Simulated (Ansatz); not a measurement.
**Y3SiS2: energies, forces and stress near the listed structure**

Aim: see how energy, forces, stress and gap of Y3SiS2 answer to swapped elements. Nothing is relaxed unless a step says so.

Program: Ansatz 0.2.0. Level of theory: DFT r2SCAN, scalar-relativistic, plane waves, PAW. These are calculated values, not measurements.

## (1) Starting point

The structure is orthorhombic, space group Immm (No. 71). Conventional cell: a = 4.006 Å, b = 5.634 Å, c = 12.011 Å, α = 90.00°, β = 90.00°, γ = 90.00°. Y (site symmetry mm2) is surrounded by 2 Si at 2.81 Å and 4 S at 2.82 to 2.85 Å. Y (site symmetry mmm) has 2 Si at 2.82 Å and 4 S at 2.84 Å as nearest neighbours. Si (site symmetry mmm) has 6 Y at 2.81 to 2.82 Å as nearest neighbours. S (site symmetry mm2) has 6 Y at 2.82 to 2.85 Å as nearest neighbours.

As a file:

```xyz
6
Lattice="-2.0029 2.8171 6.0057 2.0029 -2.8171 6.0057 2.0029 2.8171 -6.0057" Properties=species:S:1:pos:R:3 pbc="T T T"
Y     0.0000    2.8171    4.0333
Y     0.0000    2.8171    0.0000
Y     2.0029    0.0000    1.9725
Si    0.0000    0.0000    0.0000
S     0.0000    0.0000    8.0168
S     0.0000    0.0000    3.9946
```

The structure comes from the Materials Project (structure only).

(A quick probe on a coarse mesh, which set the mesh and smearing, is not shown.)

## (3) The listed cell as it stands

Contents of input.yaml:

```yaml
crystal:
  lattice:
    - [-2.00294076, 2.81710304, 6.0057144]
    - [2.00294076, -2.81710304, 6.0057144]
    - [2.00294076, 2.81710304, -6.0057144]
  atoms:
    - { symbol: "Y", position: [0.83578538, 0.33578538, 0.5] }
    - { symbol: "Y", position: [0.5, 0.0, 0.5] }
    - { symbol: "Y", position: [0.16421462, 0.66421462, 0.5] }
    - { symbol: Si, position: [0.0, 0.0, 0.0] }
    - { symbol: S, position: [0.66743425, 0.66743425, 0.0] }
    - { symbol: S, position: [0.33256575, 0.33256575, 0.0] }
basis:
  ecutwfc: 500
kpoints:
  mp_grid: { grid: [12, 12, 12] }
hamiltonian:
  xc: r2scan
scf:
  occupations: { method: gaussian, width: 0.1 }
output:
  forces: true
  stress: true
  eigenvalues: true
  populations: true
```

Command:

```
> ansatz run input.yaml --threads 1 --pin off --max-ram 2560MiB --backend cpu --events-out ev --progress --plain --runs-dir out
```

## (4) One element swapped, cell strained: Si → Pb, first probe

Contents of input.yaml:

```yaml
crystal:
  lattice:
    - [-2.0438541633, 3.0861229113, 6.4151609556]
    - [2.0438541633, -3.0861229113, 6.4151609556]
    - [2.0438541633, 3.0861229113, -6.4151609556]
  atoms:
    - { symbol: "Y", position: [0.8354424431, 0.3354424431, 0.5] }
    - { symbol: "Y", position: [0.5, 0.0, 0.5] }
    - { symbol: "Y", position: [0.1645575569, 0.6645575569, 0.5] }
    - { symbol: Pb, position: [0.0, 0.0, 0.0] }
    - { symbol: S, position: [0.6587890352, 0.6587890352, 0.0] }
    - { symbol: S, position: [0.3412109648, 0.3412109648, 0.0] }
basis:
  ecutwfc: 500
kpoints:
  mp_grid: { grid: [6, 6, 6] }
hamiltonian:
  xc: r2scan
scf:
  occupations: { method: gaussian, width: 0.1 }
output:
  forces: true
  stress: true
  eigenvalues: true
```

## (5) One element swapped, cell strained: Si → Pb

input.yaml, as its differences from that of step 4:

```diff
@@ -15,3 +15,3 @@
 kpoints:
-  mp_grid: { grid: [6, 6, 6] }
+  mp_grid: { grid: [10, 10, 10] }
 hamiltonian:
@@ -24 +24,2 @@
   eigenvalues: true
+  populations: true
```

## (6) One element swapped, cell strained: Si → Sn, first probe

Contents of input.yaml:

```yaml
crystal:
  lattice:
    - [-1.9731388493, 2.9136752672, 6.3553898211]
    - [1.9731388493, -2.9136752672, 6.3553898211]
    - [1.9731388493, 2.9136752672, -6.3553898211]
  atoms:
    - { symbol: "Y", position: [0.8017131796, 0.3017131796, 0.5] }
    - { symbol: "Y", position: [0.5, 0.0, 0.5] }
    - { symbol: "Y", position: [0.1982868204, 0.6982868204, 0.5] }
    - { symbol: Sn, position: [0.0, 0.0, 0.0] }
    - { symbol: S, position: [0.6556575007, 0.6556575007, 0.0] }
    - { symbol: S, position: [0.3443424993, 0.3443424993, 0.0] }
basis:
  ecutwfc: 500
kpoints:
  mp_grid: { grid: [6, 6, 6] }
hamiltonian:
  xc: r2scan
scf:
  occupations: { method: gaussian, width: 0.1 }
output:
  forces: true
  stress: true
  eigenvalues: true
```

## (7) Substitution of an element, cell strained: Si → Sn

input.yaml, as its differences from that of step 6:

```diff
@@ -15,3 +15,3 @@
 kpoints:
-  mp_grid: { grid: [6, 6, 6] }
+  mp_grid: { grid: [12, 12, 12] }
 hamiltonian:
```

(Steps that only read results are left out.)

Q: Predict the outcome of this session. Wanted: for each run, case; energy; pressure; largest force.

**Answer**, as computed:

```
step                                                case  energy (meV/atom)  pressure (GPa)  largest force (eV/Å)  gap on the mesh (eV)
                                             listed cell                  0             0.1                  0.01                  0.00
   5         one element swapped, cell strained: Si → Pb                n/a            -4.2                  1.24                  0.00
   7  substitution of an element, cell strained: Si → Sn                n/a            -0.7                  1.30                  0.00
```

Energies are counted from the listed cell, with the smearing taken to zero. Other atoms or functionals have another zero of energy (n/a). A gap of 0.00 means none on the mesh at this level.

In words: At the listed geometry the pressure is 0.1 GPa and the largest force 0.01 eV/Å: close to this functional's equilibrium. Spin-orbit coupling is left out for Pb. Spin polarisation is off in the runs that give these values; a magnetic solution could lie lower.
